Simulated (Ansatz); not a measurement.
CH5ClSi2, SMILES Cl[SiH]1C[SiH2]1, a short molecular-dynamics run

With the Ansatz DFT code, driven from Python.

Input file `ch5clsi2.xyz`:
```text
9

Cl   -0.84580   -0.23090   -2.60290
Si   -0.64630    0.68230   -0.80070
C     0.82350    0.01790   -0.01210
Si   -0.43860   -0.62590    1.00970
H    -0.60790    2.16320   -0.81450
H     1.49690    0.76010    0.48200
H     1.44630   -0.71150   -0.56280
H    -0.60450   -2.09350    0.87450
H    -0.53510   -0.00800    2.40970
```

At the Python prompt:
```pycon
>>> import warnings
>>> import ansatz as az
>>> import numpy as np
>>> params = {
...     "basis_set": "def2-SVP",
...     "functional": "b3lyp",
...     "n_steps": 40,
...     "temperature_k": 500,
... }
>>> warnings.simplefilter("ignore", az.DeckWarning)
>>> mol = az.Crystal.molecule_from_extxyz("ch5clsi2.xyz")
>>> base = (
...     mol.calculation()
...     .basis(gaussian=params["basis_set"])
...     .functional(params["functional"])
...     .md("nvt_nose_hoover", timestep=0.5, steps=params["n_steps"], temperature=params["temperature_k"], initial_velocities="maxwell_boltzmann", seed=23, thermostat_time=50)
... )
>>> frames = []
>>> base.session().plan().execute(on_event=lambda e: frames.append(e["data"]) if e["event"] == "md_step" else None)
<ansatz.RunOutcome object at 0x...>
>>> print("t (fs)   E_pot (eV)      E_kin (eV)   T (K)   d(0-1) (A)")
t (fs)   E_pot (eV)      E_kin (eV)   T (K)   d(0-1) (A)
>>> for f in frames[::3]:
...     xyz = np.array(f["positions_ang"])
...     print(f"{f['time_fs']:6.2f} {f['lagrangian_ev']:14.5f} {f['e_kin_ev']:10.5f} {f['temperature_k']:8.1f} {np.linalg.norm(xyz[0] - xyz[1]):9.4f}")
...
  0.00   -29387.65321    0.45241    500.0    2.0302
  1.50   -29387.67365    0.47308    522.8    2.0362
  3.00   -29387.66332    0.46431    513.2    2.0430
  4.50   -29387.78582    0.58531    646.9    2.0504
  6.00   -29387.89797    0.69637    769.6    2.0580
  7.50   -29387.90916    0.70728    781.7    2.0660
  9.00   -29387.91563    0.71203    786.9    2.0740
 10.50   -29387.94086    0.73383    811.0    2.0821
 12.00   -29387.89754    0.68679    759.0    2.0900
 13.50   -29387.77265    0.55952    618.4    2.0977
 15.00   -29387.69523    0.47838    528.7    2.1049
 16.50   -29387.62129    0.40114    443.3    2.1114
 18.00   -29387.50100    0.27974    309.2    2.1173
 19.50   -29387.45096    0.22866    252.7    2.1222
>>> kept = np.array([f["conserved_ev"] for f in frames])
>>> print(f"conserved energy moves by at most {1000 * np.ptp(kept):.3f} meV")
conserved energy moves by at most 2.103 meV
```

The settings weren't tested for convergence. The trajectory is only some femtoseconds long, so its temperature is not equilibrated; where the script doesn't relax first, it starts from a rough generated geometry. b3lyp holds the VWN-RPA fit, as in Gaussian; the form of ORCA and Turbomole is b3lyp5. The temperature counts the internal degrees of freedom alone. Hardware and time: 120 s on 1 thread of Intel(R) Xeon(R) Platinum 8488C (Sapphire Rapids), on a shared host, peak memory 0.27 GiB.

(Lines on the test bed's own set-up are left out of the output.)
